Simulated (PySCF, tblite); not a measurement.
# C₅H₈NO radical: geometry, infrared bands and EPR parameters

Wanted: the infrared bands and EPR parameters of C₅H₈NO radical (`C[CH][C@H](C#N)OC`), by calculation.

Computed with tblite 0.8.0 and PySCF 2.14.0, with density-fitted response routines of our own, on a single molecule in the gas phase. Atoms count from 0, in the outputs and in this text.

## (1) The molecule as given

15 atoms, charge 0, multiplicity 2; geometry from: force field or distance geometry start.

Bonds of the start (Å): C0–C1 1.48, C1–C2 1.51, C2–C3 1.49, C3–N4 1.15, C2–O5 1.42, O5–C6 1.43, C0–H7 1.10, C0–H8 1.10, C0–H9 1.10, C1–H10 1.08, C2–H11 1.10, C6–H12 1.08, C6–H13 1.09, C6–H14 1.10.

## (2) Relaxing the molecule with GFN2-xTB

The job: settings as JSON, then the geometry in Å.

```
{"job": {"kind": "relax", "xc": "GFN2-xTB", "basis": "xTB"}, "charge": 0, "multiplicity": 2}
C     -2.287600    -0.535700    -0.557900
C     -0.847100    -0.478300    -0.876600
C      0.125200     0.156100     0.088600
C      0.030200     1.642200    -0.018400
N     -0.041200     2.792600    -0.044700
O      1.411400    -0.325500    -0.283700
C      2.367200    -0.189700     0.765400
H     -2.761900     0.434700    -0.767700
H     -2.461600    -0.789600     0.494400
H     -2.786200    -1.298300    -1.166500
H     -0.506500    -0.729500    -1.869800
H     -0.124700    -0.177800     1.104300
H      3.319300    -0.581000     0.424100
H      2.505400     0.856100     1.043300
H      2.053900    -0.768300     1.643200
```

Started as:

```console
$ OMP_NUM_THREADS=1 python probes_run.py task.json out
```

This one command runs all jobs of the session in turn.

What it wrote:

```text
step      E/eV     max force
  0    -588.73828    1.312
  1    -588.76788    2.476
  2    -588.78227    1.466
  3    -588.80875    0.541
  4    -588.82037    0.366
  5    -588.82790    0.289
  6    -588.83072    0.185
  7    -588.83289    0.141
  8    -588.83470    0.124
  9    -588.83626    0.105
 10    -588.83759    0.098
 11    -588.83889    0.114
 12    -588.84035    0.143
 13    -588.84226    0.120
 14    -588.84479    0.153
 15    -588.84757    0.170
 16    -588.84987    0.132
 17    -588.85161    0.102
 18    -588.85312    0.093
 19    -588.85469    0.094
 20    -588.85621    0.097
 21    -588.85752    0.094
 22    -588.85875    0.080
 23    -588.86013    0.083
 24    -588.86149    0.073
 25    -588.86237    0.064
 26    -588.86280    0.046
 27    -588.86309    0.038
 28    -588.86337    0.035
 29    -588.86360    0.037
 30    -588.86375    0.027
 31    -588.86388    0.031
 32    -588.86404    0.032
 33    -588.86421    0.036
 34    -588.86437    0.034
 35    -588.86454    0.034
 36    -588.86480    0.045
 37    -588.86524    0.057
 38    -588.86587    0.062
 39    -588.86649    0.074
 40    -588.86695    0.069
 41    -588.86732    0.060
 42    -588.86765    0.056
 43    -588.86798    0.044
 44    -588.86818    0.030
 45    -588.86831    0.030
 46    -588.86843    0.029
 47    -588.86855    0.025
 48    -588.86866    0.022
 49    -588.86876    0.025
 50    -588.86886    0.028
 51    -588.86898    0.034
 52    -588.86912    0.031
 53    -588.86924    0.027
 54    -588.86935    0.027
 55    -588.86944    0.028
 56    -588.86952    0.023
 57    -588.86958    0.022
 58    -588.86967    0.031
 59    -588.86978    0.037
 60    -588.86993    0.045
 61    -588.87007    0.035
 62    -588.87019    0.025
 63    -588.87028    0.027
 64    -588.87035    0.023
 65    -588.87042    0.021
 66    -588.87045    0.014
 67    -588.87047    0.016
 68    -588.87050    0.017
 69    -588.87052    0.015
 70    -588.87053    0.009
```

Wall time 1.1 s (1 thread of AMD EPYC, shared host); peak memory 0.18 GiB.

Along the way: (not every step is listed)

```tsv
step	energy from step 0 (eV)	largest force (eV/Å)
0	0.0000	1.3116
1	-0.0296	2.4759
2	-0.0440	1.4660
3	-0.0705	0.5414
4	-0.0821	0.3663
5	-0.0896	0.2887
6	-0.0924	0.1850
7	-0.0946	0.1412
8	-0.0964	0.1240
13	-0.1040	0.1198
18	-0.1148	0.0935
23	-0.1218	0.0826
28	-0.1251	0.0354
33	-0.1259	0.0356
38	-0.1276	0.0618
43	-0.1297	0.0442
48	-0.1304	0.0221
53	-0.1310	0.0271
58	-0.1314	0.0310
63	-0.1320	0.0267
65	-0.1321	0.0206
66	-0.1322	0.0145
67	-0.1322	0.0163
68	-0.1322	0.0175
69	-0.1322	0.0149
70	-0.1322	0.0085
```

Distances of close pairs at the start and the end, largest changes first:

```tsv
bond	before (Å)	after (Å)	change (Å)
C2–C3	1.493	1.466	-0.027
C1–C2	1.510	1.483	-0.027
O5–C6	1.426	1.407	-0.019
C2–O5	1.423	1.411	-0.012
C2–H11	1.098	1.108	+0.010
C0–H8	1.096	1.089	-0.008
C3–N4	1.153	1.146	-0.007
C6–H13	1.091	1.096	+0.005
```

The next job starts from the end point, and lists it.

## (3) Harmonic vibrations with GFN2-xTB

The job: settings as JSON, then the geometry in Å.

```
{"job": {"kind": "ir", "xc": "GFN2-xTB", "basis": "xTB"}, "charge": 0, "multiplicity": 2}
C     -2.310572    -0.501477    -0.591566
C     -0.869540    -0.401930    -0.883455
C      0.122042    -0.003027     0.144272
C      0.075873     1.460986     0.085912
N     -0.028264     2.596979    -0.021068
O      1.400189    -0.516619    -0.161505
C      2.398351    -0.142761     0.756896
H     -2.837266     0.423641    -0.857341
H     -2.492454    -0.694009     0.464622
H     -2.760953    -1.296422    -1.186677
H     -0.521002    -0.444758    -1.899988
H     -0.193222    -0.305530     1.162108
H      3.318930    -0.603198     0.404445
H      2.525354     0.945405     0.795743
H      2.168120    -0.509290     1.765691
```

What it wrote:

```text
mode    cm-1     km/mol
  1      60.1      2.00
  2      69.5      3.15
  3      87.1      5.83
  4     141.2      2.73
  5     177.6      1.86
  6     192.3      1.58
  7     238.1     10.23
  8     383.4      1.00
  9     389.2      2.79
 10     485.1     13.55
 11     506.4     21.65
 12     587.6      9.75
 13     883.7      6.57
 14     947.6      8.24
 15     983.9      8.59
 16     998.8     25.65
 17    1090.2     73.24
 18    1102.5     49.68
 19    1135.1      4.10
 20    1157.9      3.64
 21    1175.1      3.93
 22    1188.7      2.09
 23    1247.1     20.72
 24    1341.3     14.16
 25    1392.0     12.33
 26    1406.7      0.02
 27    1452.7      5.17
 28    1467.7      6.92
 29    1471.5      9.87
 30    1486.6      4.50
 31    2359.6    234.51
 32    2766.7     47.31
 33    2891.3     12.38
 34    2902.2     54.04
 35    2930.6     37.69
 36    2994.7     15.43
 37    3019.4     24.83
 38    3035.1     13.81
 39    3133.3     15.19
```

Wall time 1.1 s (1 thread of AMD EPYC, shared host); peak memory 0.18 GiB.

Which atoms move in the most intense modes:

```tsv
cm⁻¹	km/mol	atoms
999	25.6	C2 33 %, C6 15 %, O5 13 %, H12 12 %
1090	73.2	O5 28 %, C6 21 %, C2 17 %
1102	49.7	O5 26 %, C2 22 %, C1 12 %
2360	234.5	C3 59 %, N4 41 %
2767	47.3	H11 94 %
2902	54.0	H14 79 %, H13 13 %
2931	37.7	H13 81 %, H14 15 %
3019	24.8	H8 91 %
```

## (4) EPR parameters: B3LYP/pcH-1

Settings changed since step 3:

```diff
@@ -1,2 +1,2 @@
-{"job": {"kind": "ir", "xc": "GFN2-xTB", "basis": "xTB"}, "charge": 0, "multiplicity": 2}
+{"job": {"kind": "epr", "basis": "pcH-1"}, "charge": 0, "multiplicity": 2}
 C     -2.310572    -0.501477    -0.591566
```

Level: UKS B3LYP, pcH-1 on C H N O, non-relativistic, mean-field spin-orbit, GIAO.

What it wrote:

```text
UKS, coarse grid
  cycle   1  E = -325.13715176  |g| = 5.24e-01
  cycle   2  E = -324.85879052  |g| = 9.92e-01
  cycle   3  E = -325.23684491  |g| = 1.71e-01
  cycle   4  E = -325.24721311  |g| = 7.71e-02
  cycle   5  E = -325.24944982  |g| = 2.24e-02
  cycle   6  E = -325.24965926  |g| = 4.13e-03
  cycle   7  E = -325.24966891  |g| = 1.75e-03
  cycle   8  E = -325.24967070  |g| = 5.94e-04
UKS, final grid
  cycle   1  E = -325.24965196  |g| = 5.95e-04
  cycle   2  E = -325.24965181  |g| = 8.95e-04
  cycle   3  E = -325.24965212  |g| = 2.78e-04
  cycle   4  E = -325.24965215  |g| = 6.33e-05
  cycle   5  E = -325.24965216  |g| = 4.96e-05
  cycle   6  E = -325.24965216  |g| = 1.54e-05
E = -325.24965216 Eh   <S^2> = 0.7542 (exact 0.7500)
g shifts (ppm)      1          2          3
  rmc          -153       -153       -153
  gc              6         35         27
  oz_so        -111        555        719
  total        -258        437        594
hyperfine (MHz)  atom isotope    a_iso     a_fc   dipolar eigenvalues
    0   13C     -33.96     -33.96     -2.53      0.67      1.86
    1   13C      98.06      98.06    -81.48    -80.66    162.14
    2   13C     -31.65     -31.65     -1.73     -0.67      2.40
    3   13C      80.37      80.37     -6.24     -2.42      8.65
    4   14N       1.87       1.87     -3.31     -2.94      6.26
    5   17O     -18.13     -18.13     -3.75      1.61      2.14
    6   13C      -0.06      -0.06     -0.61     -0.50      1.11
    7    1H     150.50     150.50     -5.41     -3.16      8.57
    8    1H      17.93      17.93     -4.57     -3.99      8.56
    9    1H      67.92      67.92     -4.91     -4.44      9.36
   10    1H     -60.41     -60.41    -38.15     -1.05     39.19
   11    1H      35.08      35.08     -5.61     -3.97      9.57
   12    1H       0.34       0.34     -1.00     -0.72      1.72
   13    1H       0.20       0.20     -1.38     -0.82      2.20
   14    1H      -0.01      -0.01     -1.12     -1.08      2.20
```

Run time: 1.8 min. Hardware: 1 thread of AMD EPYC, shared host; peak memory 1 GiB.

Principal g values 2.00206, 2.00276, 2.00291; g(iso) = 2.00258, against 2.00232 for a free electron.

Hyperfine couplings; where a row names several nuclei, a(iso) is their mean (it holds for fast rotation or exchange) and the dipolar term the largest among them:

```tsv
nuclei	isotope	a(iso) (MHz)	a(iso) (G, at g = 2.0023)	largest dipolar term (MHz)
C1	13C	98.1	35.0	162.1
C3	13C	80.4	28.7	8.7
H7, H8, H9	1H	78.8	28.1	9.4
H10	1H	-60.4	-21.6	39.2
H11	1H	35.1	12.5	9.6
C0	13C	-34.0	-12.1	-2.5
C2	13C	-31.6	-11.3	2.4
O5	17O	-18.1	-6.5	-3.8
N4	14N	1.9	0.7	6.3
H12, H13, H14	1H	0.2	0.1	2.2
C6	13C	-0.1	0.0	1.1
```

Mulliken spin populations:

C0 -0.08; C1 1.00; C2 -0.06; C3 0.00; N4 0.06; O5 0.01; C6 0.00; H7 0.06; H8 0.01; H9 0.03; H10 -0.04; H11 0.01; H12 0.00; H13 0.00; H14 0.00

In first order the couplings over 0.8 MHz of 1H, 14N give 48 distinct lines over 119.8 G, if the averaged nuclei exchange fast.

The fields below are evaluated on a grid from the run's orbitals.

ELF in a plane through or near 8 of the atoms.

Ten even steps from ' ' (0.00) to '@' (1.00):
```
                                                        
                                                        
                                                        
                                                        
                                                        
                                ..      ..--::          
        ..----..    --==..    ::--..  ..##@@@@==        
      ..**%%%%**::::**%%==    ==**++::++@@@@@@%%::      
      ..**%%%%**::**####++--++########++@@@@@@##..      
        ..--++::::****##++--==@@++####==--**--..        
          --%%@@%%==..--==----##++##**++@@@@**..        
        ..%%@@@@@@--  ==%%@@%%--  ..::%%@@@@@@**        
        ..%%@@@@##  ::**..##..**::    **@@@@@@==        
          ..--..    ==##%%##%%##==      --++::          
                  ..==**++==++**==..                    
                  ..++%%%%##@@%%++..                    
                    --##@@@@@@##==                      
                      --++**++--                        
                          ..                            
                                                        
```
The map spans 11.6 Å across and 10.4 Å up, centred on the molecule. Atoms in the plane (x, y in Å): C0 (2.4, 0.3), C2 (-0.2, 0.0), C3 (-0.2, -1.4), N4 (-0.2, -2.6), C6 (-2.5, 0.4), H7 (2.9, -0.7), H9 (3.1, 1.0), H13 (-2.7, -0.7).

On the surface of density 0.002 e/bohr³ the electrostatic potential runs, from the 1st to the 99th percentile, from -1.74 V near N4 to 1.25 V near H11.

The spin density lies nearest to C1 64 %; H10 9 %.

## (5) Summary of results

| quantity | value |
| --- | --- |
| strongest single infrared mode (GFN2-xTB) | 2360 cm⁻¹, 235 km/mol |
| zero-point energy (GFN2-xTB) | 73.3 kcal/mol |
| g(iso) (B3LYP) | 2.00258 |
| ⟨S²⟩ | 0.754 (exact 0.75) |
| largest a(iso) (averaged by class) | 13C on C1, 98.1 MHz |
| surface potential, 1st and 99th percentile | -1.74 V and 1.25 V |

In words: Relaxing lowered the energy by 0.132 eV in 70 steps; the close pair that moved most is C2–C3, from 1.493 to 1.466 Å. All 39 modes are real, so the xTB geometry is a minimum. The strongest single mode, at 2360 cm⁻¹, moves mainly C3 and N4. Unscaled tight-binding wavenumbers are off by several per cent, some by more. Its intensities can rank the bands wrongly. Most of the unpaired spin sits on C1 (1.00 e). The isotropic g lies 0.3 ppt above the free-electron value.
